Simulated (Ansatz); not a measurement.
Run this with Ansatz 0.2.0 through its Python package and show what comes out.

`h10nosi4_energy.py`:
```python
"""Electronic structure of the H10NOSi4 molecule."""

from dataclasses import dataclass

import ansatz as az


@dataclass(frozen=True)
class Options:
    basis_set: str = "def2-SVP"
    xc: str = "pbe0"


opts = Options()

GEOMETRY = """
Si    2.70130   -0.26400    0.40270
O     1.19090    0.33300    0.96360
Si    0.52180    1.18940   -0.36930
N    -1.12310    0.58250   -0.75340
Si   -2.12360    0.70450    0.72970
Si   -0.98640   -1.15310   -1.18170
H     3.58050    0.85110    0.01490
H     2.49860   -1.17170   -0.73860
H     3.35070   -1.01650    1.48590
H     0.46070    2.62360   -0.05110
H    -1.53370   -0.09780    1.81340
H    -2.20640    2.11020    1.15440
H    -3.48110    0.21330    0.44840
H    -2.31810   -1.68650   -1.50570
H    -0.11370   -1.30380   -2.35600
H    -0.41840   -1.91420   -0.05720
"""

geometry = az.Crystal.molecule()
for line in GEOMETRY.strip().splitlines():
    symbol, *xyz = line.split()
    geometry = geometry.atom(symbol, [float(v) for v in xyz])

calc = (
    geometry.calculation()
    .basis(gaussian=opts.basis_set)
    .functional(opts.xc)
    .spin("collinear", total=1)
    .accuracy("medium")
)
print(calc.to_yaml())
r = calc.session().plan(threads=1).execute().report

print("reference energy %16.6f eV" % r["reference_energy_ev"])
print("total energy     %16.6f eV" % r["free_energy_ev"])
print("occupied (up, down):", r["n_occupied"], " virtual:", r["n_virtual"], " frozen:", r["n_frozen"])
```

```console
$ python h10nosi4_energy.py
crystal:
  periodic: [false, false, false]
  atoms:
    - { symbol: Si, position_ang: [2.7013, -0.264, 0.4027] }
    - { symbol: O, position_ang: [1.1909, 0.333, 0.9636] }
    - { symbol: Si, position_ang: [0.5218, 1.1894, -0.3693] }
    - { symbol: "N", position_ang: [-1.1231, 0.5825, -0.7534] }
    - { symbol: Si, position_ang: [-2.1236, 0.7045, 0.7297] }
    - { symbol: Si, position_ang: [-0.9864, -1.1531, -1.1817] }
    - { symbol: H, position_ang: [3.5805, 0.8511, 0.0149] }
    - { symbol: H, position_ang: [2.4986, -1.1717, -0.7386] }
    - { symbol: H, position_ang: [3.3507, -1.0165, 1.4859] }
    - { symbol: H, position_ang: [0.4607, 2.6236, -0.0511] }
    - { symbol: H, position_ang: [-1.5337, -0.0978, 1.8134] }
    - { symbol: H, position_ang: [-2.2064, 2.1102, 1.1544] }
    - { symbol: H, position_ang: [-3.4811, 0.2133, 0.4484] }
    - { symbol: H, position_ang: [-2.3181, -1.6865, -1.5057] }
    - { symbol: H, position_ang: [-0.1137, -1.3038, -2.356] }
    - { symbol: H, position_ang: [-0.4184, -1.9142, -0.0572] }
accuracy: medium
basis:
  gaussian:
    orbitals: def2-SVP
hamiltonian:
  xc: pbe0
magnetization:
  spin_polarized: true
  initial_magnetization: 1.0

reference energy    -35181.514518 eV
total energy        -35181.514518 eV
occupied (up, down): [41, 40]  virtual: [109, 110]  frozen: 0
```

Caveats:
- These settings explore the input space; basis and method may be short of convergence.
- The geometry is a force-field or estimated start, not a minimum of this method, and the basis set is short of its limit.
- The species is open-shell (spin multiplicity 2).
- Run time: 21 s on 1 thread of AMD EPYC 7R43 64-Core Processor (Zen 3), on a shared host, peak memory 0.62 GiB.

(Lines on the test bed's own set-up are left out of the output.)
